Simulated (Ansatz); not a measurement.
Working through vertical and adiabatic energies of changing the electron count of AlSn

Program: Ansatz 0.2.0, Python API.

Contents of `alsn.xyz`:
```text
2

Al    0.00000    0.00000    0.00000
Sn    0.00000    0.00000    2.54500
```

Run as a notebook:

```python
import ansatz as az
import numpy as np
```

```python
system = az.Crystal.molecule_from_extxyz("alsn.xyz")
```

```python
calc = (
    system.calculation()
    .basis(gaussian="def2-SVP")
    .functional("PBE0", dispersion="d4")
    .spin("collinear", total=3)
)
symbols = [site.symbol for site in system.cartesian_sites]
start = np.array([site.position_ang for site in system.cartesian_sites], dtype=float)
data = calc.relax(force_tolerance=0.01).run(threads=1).report
end = np.array(data["positions_ang"])
```

```python
minimum = az.Crystal.molecule()
for symbol, place in zip(symbols, end):
    minimum = minimum.atom(symbol, place.tolist())
ion = (
    minimum.calculation()
    .basis(gaussian="def2-SVP")
    .functional("PBE0", dispersion="d4")
    .charge(1)
    .spin("collinear", total=2)
)
vertical = ion.run(threads=1).report
settled = ion.relax(force_tolerance=0.01, max_steps=80).run(threads=1).report
print(f"vertical ionisation energy   {vertical['free_energy_ev'] - data['free_energy_ev']:.3f} eV")
print(f"adiabatic, no zero point     {settled['free_energy_ev'] - data['free_energy_ev']:.3f} eV")
print(f"relaxation energy of the ion {vertical['free_energy_ev'] - settled['free_energy_ev']:.3f} eV")
ionised = np.array(settled["positions_ang"])
print("final positions (A) and the move of each atom")
for symbol, xyz, old in zip(symbols, ionised, end):
    print(f"{symbol:2s} {xyz[0]:10.5f} {xyz[1]:10.5f} {xyz[2]:10.5f}   {np.linalg.norm(xyz - old):7.4f}")
```

    vertical ionisation energy   7.236 eV
    adiabatic, no zero point     7.038 eV
    relaxation energy of the ion 0.198 eV
    final positions (A) and the move of each atom
    Al    0.00000    0.00000   -0.22764    0.1701
    Sn   -0.00000   -0.00000    2.77264    0.1701

The energies are electronic: no zero-point or thermal terms, and the basis set is short of its limit. The product may relax into another structure. Each relaxation finds its nearest minimum, which needn't be the lowest. def2 sets replace the cores of elements past krypton by effective core potentials. The run takes the species as open-shell (spin multiplicity 4), which needn't be its ground state. Only the spin states typed were run; another state of an ion can lie lower, by up to an eV or two. The spin state was assumed, and another may lie lower. It ran for 35 s on 1 thread of Arm Neoverse V1 (shared host), peak memory 0.2 GiB.
